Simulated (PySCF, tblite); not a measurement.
# C₅H₇F₃SSi: geometry, infrared bands and NMR shifts

Aim: predict the infrared bands and NMR shifts of C₅H₇F₃SSi (`FC(F)[C@@H]1C[Si@@H](F)CC1=S`).

The runs use tblite 0.8.0 and PySCF 2.14.0, with density-fitted response routines of our own; the level of theory stands in each step. All values are computed, except where a source is named. Atoms are numbered from 0 throughout.

### 1 The molecule as given

17 atoms, charge 0, multiplicity 1; geometry from: force field or distance geometry start.

Bonds of the start (Å): F0–C1 1.34, C1–F2 1.37, C1–C3 1.52, C3–C4 1.56, C4–Si5 1.90, Si5–F6 1.59, Si5–C7 1.89, C7–C8 1.52, C8–S9 1.68, C8–C3 1.52, C1–H10 1.09, C3–H11 1.10, C4–H12 1.10, C4–H13 1.10, Si5–H14 1.47, C7–H15 1.10, C7–H16 1.10.

### 2 Optimising the geometry with GFN2-xTB

What the job is given:

```
{"job": {"kind": "relax", "xc": "GFN2-xTB", "basis": "xTB"}, "charge": 0, "multiplicity": 1}
F      0.814800    -0.359500    -1.907200
C      1.695600    -0.182700    -0.909800
F      2.440900    -1.331800    -0.836000
C      0.969300     0.024600     0.413800
C     -0.004400    -1.141400     0.766000
Si    -1.699100    -0.672800     0.037000
F     -2.809400    -0.866800     1.165000
C     -1.292000     1.163900    -0.144800
C      0.143600     1.293400     0.347000
S      0.780700     2.795100     0.728300
H      2.361700     0.640000    -1.161400
H      1.714500     0.076600     1.223800
H     -0.117100    -1.214800     1.856600
H      0.353300    -2.106000     0.381100
H     -2.028800    -1.346400    -1.231900
H     -1.981400     1.775800     0.458900
H     -1.349200     1.464900    -1.196300
```

On the command line:

```sh
OMP_NUM_THREADS=1 python probes_run.py task.json out
```

One launch serves the whole session: the jobs run in the order shown.

**Question.** This job is followed by: GFN2-xTB harmonic vibrations, gas phase; GIAO PBE0/pcSseg-1 NMR shielding, non-relativistic, gas phase. What will the session give for the following? strongest single infrared mode (GFN2-xTB); zero-point energy (GFN2-xTB); 13C shifts against TMS (PBE0/pcSseg-1); 1H shifts against TMS (PBE0/pcSseg-1); 19F shifts against CFCl3 (PBE0/pcSseg-1); 29Si shifts against TMS (PBE0/pcSseg-1); 33S shifts against CS2 (PBE0/pcSseg-1).

As calculated:

| quantity | value |
| --- | --- |
| strongest single infrared mode (GFN2-xTB) | 2417 cm⁻¹, 244 km/mol |
| zero-point energy (GFN2-xTB) | 70.1 kcal/mol |
| 13C shifts against TMS (PBE0/pcSseg-1) | 281.0, 123.7, 72.0, 43.1, 17.1 ppm |
| 1H shifts against TMS (PBE0/pcSseg-1) | 6.00, 5.68, 3.83, 3.07, 2.65, 1.89, 1.44 ppm |
| 19F shifts against CFCl3 (PBE0/pcSseg-1) | -133.1, -145.2, -191.9 ppm |
| 29Si shifts against TMS (PBE0/pcSseg-1) | 29.7 ppm |
| 33S shifts against CS2 (PBE0/pcSseg-1) | 1064 ppm |

In words: Relaxing lowered the energy by 0.233 eV in 60 steps; the close pair that moved most is C8–S9, from 1.675 to 1.621 Å. All 45 modes are real, so the xTB geometry is a minimum. The strongest single mode, at 2417 cm⁻¹, moves mainly H14. Unscaled tight-binding wavenumbers are off by several per cent, some by more. Its intensities can rank the bands wrongly. The most deshielded carbon is C8 (thiocarbonyl carbon), at 281.0 ppm: low-lying n→π* states of the double bond to the heteroatom give a large paramagnetic term (-355 ppm). The most deshielded hydrogen is H10 (hydrogen on an sp3 CH bonded to 2 F), at 6.00 ppm: its carbon carries F, an electronegative neighbour. At PBE0/pcSseg-1: The largest span, 2488 ppm, is at S9, where the paramagnetic term is -1618 ppm.
